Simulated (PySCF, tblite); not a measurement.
# C₆H₈O₃: a rotation path, then NMR shifts on frames, part 2 of 2

tblite 0.8.0 and PySCF 2.14.0. Atoms count from 0. The steps go on from the part before.

### 4 Shielding tensors: image 3, PBE0/pcSseg-1

The job: settings as JSON, then the geometry in Å.

```
{"job": {"kind": "nmr", "xc": "PBE0", "basis": "pcSseg-1", "pop": false}, "charge": 0, "multiplicity": 1}
C      2.665600     0.267300    -0.709900
C      1.400500    -0.056500     0.007500
C      1.333600    -0.508500     1.249700
O      0.155100    -0.807500     1.917000
C     -0.961500    -0.471300     1.172200
C     -0.924500    -0.010100    -0.068400
C     -2.133900     0.368700    -0.881900
O     -3.284700     0.610200    -0.121200
O      0.262600     0.167500    -0.773900
H      2.670200     1.316100    -1.002200
H      3.517300     0.067100    -0.068700
H      2.740000    -0.335700    -1.613600
H      2.197200    -0.670700     1.868600
H     -1.872500    -0.609900     1.727800
H     -1.918000     1.299700    -1.412800
H     -2.313700    -0.416100    -1.634700
H     -3.540300    -0.198100     0.334700
```

Method: GIAO PBE0/pcSseg-1 NMR shielding, non-relativistic, gas phase.

Standard output:

```text
coarse grid: 14736 points
cycle   1  E = -458.2785693872  dE =  1.632e+00  |g| = 8.229e-01  |ddm| = 3.835e+00
cycle   2  E = -458.1703218517  dE =  1.082e-01  |g| = 1.145e+00  |ddm| = 1.574e+00
cycle   3  E = -458.3957891199  dE = -2.255e-01  |g| = 1.279e-01  |ddm| = 1.016e+00
cycle   4  E = -458.3981127028  dE = -2.324e-03  |g| = 7.204e-02  |ddm| = 1.478e-01
cycle   5  E = -458.3991979183  dE = -1.085e-03  |g| = 2.290e-02  |ddm| = 7.921e-02
cycle   6  E = -458.3993092730  dE = -1.114e-04  |g| = 6.784e-03  |ddm| = 2.380e-02
cycle   7  E = -458.3993177331  dE = -8.460e-06  |g| = 1.927e-03  |ddm| = 6.294e-03
final grid: 143848 points
cycle   8  E = -458.4849153329  dE = -2.506e-05  |g| = 1.628e-02  |ddm| = 3.338e-02
cycle   9  E = -458.4848487601  dE =  6.657e-05  |g| = 2.550e-02  |ddm| = 2.610e-02
cycle  10  E = -458.4849613382  dE = -1.126e-04  |g| = 1.179e-03  |ddm| = 1.666e-02
cycle  11  E = -458.4849616305  dE = -2.923e-07  |g| = 2.323e-04  |ddm| = 1.024e-03
cycle  12  E = -458.4849616382  dE = -7.716e-09  |g| = 1.297e-04  |ddm| = 2.618e-04
cycle  13  E = -458.4849616413  dE = -3.131e-09  |g| = 4.647e-05  |ddm| = 1.458e-04
cycle  14  E = -458.4849616418  dE = -4.433e-10  |g| = 1.590e-05  |ddm| = 5.061e-05
converged SCF energy = -458.4849616418

GIAO shielding tensors (ppm)
atom      isotropic    diamagn.    paramagn.     s11        s22        s33       span
  0 C      168.847     245.636     -76.789    156.721    161.047    188.771     32.050
  1 C       45.433     257.848    -212.415    -35.898     71.021    101.177    137.075
  2 C       58.565     251.424    -192.859    -17.988     92.280    101.404    119.393
  3 O      231.741     395.834    -164.092    165.035    179.697    350.493    185.458
  4 C       59.628     252.477    -192.849    -18.510     85.030    112.363    130.874
  5 C       40.997     260.134    -219.137    -39.798     63.439     99.350    139.148
  6 C      122.381     241.432    -119.051     98.656    110.556    157.931     59.275
  7 O      321.540     383.974     -62.434    289.986    312.306    362.329     72.344
  8 O      211.793     402.699    -190.906    137.778    176.691    320.910    183.132
  9 H       30.014      28.496       1.518     25.807     28.141     36.094     10.287
 10 H       30.446      27.930       2.517     26.756     28.817     35.766      9.010
 11 H       29.985      28.218       1.767     25.845     28.134     35.977     10.132
 12 H       26.242      31.637      -5.395     23.794     26.517     28.414      4.621
 13 H       26.363      33.160      -6.797     23.617     25.572     29.900      6.283
 14 H       27.766      28.582      -0.815     23.856     28.234     31.208      7.352
 15 H       27.299      28.552      -1.253     22.913     27.318     31.666      8.752
 16 H       31.533      30.704       0.829     22.614     29.242     42.743     20.130
```

Run time: 26 s. Hardware: 1 thread of Arm Neoverse V2, shared host; peak memory 0.86 GiB.

This run: δ C5 145.9, C1 141.5, C2 128.4, C4 127.3, H12 5.48, H13 5.35 ppm.

### 5 Shielding tensors: image 7, PBE0/pcSseg-1

The job: settings as JSON, then the geometry in Å.

```
{"job": {"kind": "nmr", "xc": "PBE0", "basis": "pcSseg-1", "pop": false}, "charge": 0, "multiplicity": 1}
C      2.629500     0.448900    -0.637600
C      1.387500    -0.036200     0.025900
C      1.335600    -0.606400     1.218800
O      0.165200    -1.037700     1.834600
C     -0.957400    -0.736200     1.085800
C     -0.933700    -0.167600    -0.111300
C     -2.159200     0.186100    -0.914700
O     -2.982500     1.146800    -0.300100
O      0.249100     0.181900    -0.752000
H      2.544300     1.515600    -0.839100
H      3.488300     0.266900    -0.001300
H      2.763200    -0.063200    -1.589100
H      2.200500    -0.772900     1.835000
H     -1.866400    -1.025400     1.585900
H     -1.825000     0.637200    -1.850600
H     -2.733100    -0.726200    -1.135400
H     -3.312600     0.800200     0.535300
```

With the program's defaults for keys left out, this is: GIAO PBE0/pcSseg-1 NMR shielding, non-relativistic, gas phase.

Standard output:

```text
coarse grid: 14736 points
cycle   1  E = -458.2717079397  dE =  1.627e+00  |g| = 8.368e-01  |ddm| = 3.823e+00
cycle   2  E = -458.1540162786  dE =  1.177e-01  |g| = 1.179e+00  |ddm| = 1.605e+00
cycle   3  E = -458.3943142464  dE = -2.403e-01  |g| = 1.115e-01  |ddm| = 1.031e+00
cycle   4  E = -458.3965222338  dE = -2.208e-03  |g| = 4.060e-02  |ddm| = 9.494e-02
cycle   5  E = -458.3968356514  dE = -3.134e-04  |g| = 1.558e-02  |ddm| = 4.017e-02
cycle   6  E = -458.3968741651  dE = -3.851e-05  |g| = 6.828e-03  |ddm| = 1.704e-02
cycle   7  E = -458.3968838623  dE = -9.697e-06  |g| = 2.163e-03  |ddm| = 7.252e-03
final grid: 143848 points
cycle   8  E = -458.4822590067  dE = -2.275e-05  |g| = 1.664e-02  |ddm| = 3.342e-02
cycle   9  E = -458.4821841557  dE =  7.485e-05  |g| = 2.644e-02  |ddm| = 2.782e-02
cycle  10  E = -458.4823073185  dE = -1.232e-04  |g| = 1.993e-03  |ddm| = 1.847e-02
cycle  11  E = -458.4823081465  dE = -8.279e-07  |g| = 6.693e-04  |ddm| = 2.211e-03
cycle  12  E = -458.4823082401  dE = -9.359e-08  |g| = 1.716e-04  |ddm| = 6.909e-04
cycle  13  E = -458.4823082465  dE = -6.411e-09  |g| = 3.684e-05  |ddm| = 1.486e-04
cycle  14  E = -458.4823082467  dE = -2.291e-10  |g| = 1.355e-05  |ddm| = 3.687e-05
converged SCF energy = -458.4823082467

GIAO shielding tensors (ppm)
atom      isotropic    diamagn.    paramagn.     s11        s22        s33       span
  0 C      168.846     245.704     -76.858    156.904    160.884    188.750     31.846
  1 C       44.128     258.040    -213.912    -37.832     69.781    100.436    138.268
  2 C       59.234     251.399    -192.165    -17.026     93.640    101.088    118.114
  3 O      232.108     395.702    -163.594    168.764    184.736    342.825    174.061
  4 C       55.359     252.960    -197.601    -25.256     82.062    109.273    134.529
  5 C       37.646     258.822    -221.176    -46.489     59.525     99.903    146.392
  6 C      120.882     240.919    -120.037     97.382    114.282    150.983     53.601
  7 O      288.582     385.758     -97.176    241.076    281.426    343.244    102.168
  8 O      200.924     402.537    -201.613    130.564    171.131    301.076    170.512
  9 H       30.002      28.613       1.389     25.803     28.236     35.968     10.165
 10 H       30.507      27.952       2.555     26.920     28.801     35.800      8.880
 11 H       30.011      28.132       1.879     25.865     28.145     36.023     10.158
 12 H       26.338      31.603      -5.264     24.128     26.519     28.367      4.239
 13 H       26.215      32.440      -6.225     24.375     25.368     28.902      4.526
 14 H       27.903      28.754      -0.851     24.036     28.387     31.287      7.251
 15 H       27.285      28.346      -1.061     22.087     27.553     32.216     10.129
 16 H       31.762      31.090       0.672     23.906     29.599     41.782     17.875
```

Wall time 25 s (1 thread of Arm Neoverse V2, shared host); peak memory 1 GiB.

This run: δ C5 149.3, C1 142.8, C4 131.6, C2 127.7, H13 5.50, H12 5.38 ppm.

### 6 NMR shieldings: image 8, PBE0/pcSseg-1

The job: settings as JSON, then the geometry in Å.

```
{"job": {"kind": "nmr", "xc": "PBE0", "basis": "pcSseg-1", "pop": false}, "charge": 0, "multiplicity": 1}
C      2.602100     0.503100    -0.612400
C      1.375500    -0.057500     0.020600
C      1.322700    -0.633200     1.211200
O      0.159800    -1.134600     1.789200
C     -0.963200    -0.820300     1.049100
C     -0.938400    -0.243000    -0.144400
C     -2.170100     0.155700    -0.913700
O     -2.847000     1.251200    -0.342600
O      0.246700     0.095800    -0.786000
H      2.442800     1.553800    -0.848900
H      3.453100     0.403100     0.052700
H      2.803200    -0.019800    -1.546100
H      2.176400    -0.757200     1.852700
H     -1.871800    -1.095500     1.557600
H     -1.865800     0.480900    -1.910000
H     -2.845000    -0.707800    -1.004400
H     -3.088100     1.037300     0.565300
```

Method: GIAO PBE0/pcSseg-1 NMR shielding, non-relativistic, gas phase.

Standard output:

```text
coarse grid: 14736 points
cycle   1  E = -458.2720926396  dE =  1.625e+00  |g| = 8.392e-01  |ddm| = 3.819e+00
cycle   2  E = -458.1509323310  dE =  1.212e-01  |g| = 1.188e+00  |ddm| = 1.586e+00
cycle   3  E = -458.3954133812  dE = -2.445e-01  |g| = 1.113e-01  |ddm| = 1.022e+00
cycle   4  E = -458.3976601319  dE = -2.247e-03  |g| = 3.820e-02  |ddm| = 9.330e-02
cycle   5  E = -458.3979488238  dE = -2.887e-04  |g| = 1.252e-02  |ddm| = 3.485e-02
cycle   6  E = -458.3979727814  dE = -2.396e-05  |g| = 4.056e-03  |ddm| = 1.162e-02
cycle   7  E = -458.3979758633  dE = -3.082e-06  |g| = 7.852e-04  |ddm| = 3.297e-03
final grid: 143848 points
cycle   8  E = -458.4832468193  dE = -2.760e-05  |g| = 1.573e-02  |ddm| = 3.205e-02
cycle   9  E = -458.4831877818  dE =  5.904e-05  |g| = 2.423e-02  |ddm| = 2.481e-02
cycle  10  E = -458.4832907528  dE = -1.030e-04  |g| = 1.475e-03  |ddm| = 1.600e-02
cycle  11  E = -458.4832912082  dE = -4.553e-07  |g| = 2.902e-04  |ddm| = 1.333e-03
cycle  12  E = -458.4832912157  dE = -7.590e-09  |g| = 2.139e-04  |ddm| = 4.063e-04
cycle  13  E = -458.4832912254  dE = -9.672e-09  |g| = 4.910e-05  |ddm| = 2.130e-04
cycle  14  E = -458.4832912259  dE = -4.906e-10  |g| = 1.511e-05  |ddm| = 5.191e-05
converged SCF energy = -458.4832912259

GIAO shielding tensors (ppm)
atom      isotropic    diamagn.    paramagn.     s11        s22        s33       span
  0 C      168.927     245.750     -76.823    156.468    161.488    188.827     32.359
  1 C       43.540     258.078    -214.539    -38.393     67.116    101.896    140.289
  2 C       59.159     251.451    -192.292    -16.904     91.151    103.229    120.133
  3 O      229.964     395.810    -165.846    166.915    183.038    339.939    173.024
  4 C       54.811     253.093    -198.282    -25.015     79.276    110.173    135.188
  5 C       36.971     258.580    -221.609    -47.650     58.657     99.907    147.557
  6 C      120.728     240.370    -119.642     98.531    114.015    149.639     51.108
  7 O      280.673     386.951    -106.278    218.027    278.473    345.518    127.491
  8 O      199.132     402.486    -203.354    129.173    167.623    300.601    171.428
  9 H       30.022      28.846       1.177     25.866     28.292     35.909     10.043
 10 H       30.448      27.992       2.456     26.814     28.735     35.796      8.982
 11 H       29.946      27.983       1.963     25.772     28.054     36.012     10.241
 12 H       26.310      31.631      -5.322     24.030     26.568     28.331      4.302
 13 H       26.110      32.291      -6.180     24.303     25.430     28.598      4.295
 14 H       27.851      28.519      -0.668     24.159     28.117     31.276      7.117
 15 H       27.398      28.186      -0.789     22.233     27.566     32.395     10.162
 16 H       31.897      31.622       0.275     24.417     29.680     41.594     17.177
```

Run time: 28 s. Hardware: 1 thread of Arm Neoverse V2, shared host; peak memory 0.86 GiB.

In short: δ C5 150.0, C1 143.4, C4 132.1, C2 127.8, H13 5.61, H12 5.41 ppm.

### 7 Run by run: NMR shifts

Shifts (ppm) of some atoms, chosen among heavy atoms and hydrogens apart, with basis size and wall time:

```
  frame     C5     C4   H13   H14     O8     O3    O7  functions  time
image 0  145.9  128.3  5.78  4.35  124.4  106.0  23.0        193  32 s
image 3  145.9  127.3  5.35  3.95  124.3  104.3  14.5        193  26 s
image 7  149.3  131.6  5.50  3.81  135.2  104.0  47.5        193  25 s
image 8  150.0  132.1  5.61  3.87  136.9  106.1  55.4        193  28 s
```

### 8 What came out

The summary covers parts 1 to 2.

| quantity | value |
| --- | --- |
| barrier | 0.069 eV (1.6 kcal/mol) at image 7 |
| end to end (GFN2-xTB) | 0.067 eV |
| 13C shifts against TMS (PBE0/pcSseg-1, image 0) | 145.9, 141.5, 128.6, 128.3, 64.4, 18.0 ppm |
| 1H shifts against TMS (PBE0/pcSseg-1, image 0) | 5.78, 5.48, 4.35, 4.08, 1.70, 1.70, 1.28, 0.01 ppm |
| 17O shifts against H2O (PBE0/pcSseg-1, image 0) | 124.4, 106.0, 23.0 ppm |
| surface potential, 1st and 99th percentile | -1.38 V and 1.96 V |
| range of the shift of O7 | 14.5 to 55.4 ppm |

What this shows: Along the band the dihedral turns by 87°, and the top (dihedral 244°) lies 1.6 kcal/mol above the start (GFN2-xTB, rough), so at room temperature this motion is fast. The top was not checked by a frequency run. Shifts at one fixed geometry are not the observed spectrum, which averages over the motion. NICS(1)zz of 18 ppm above the planar ring from C1 marks a paratropic (antiaromatic) ring current. In ppm, O7 moves most: its shift spreads over 40.9 ppm, from 14.5 (image 3) to 55.4 (image 8).
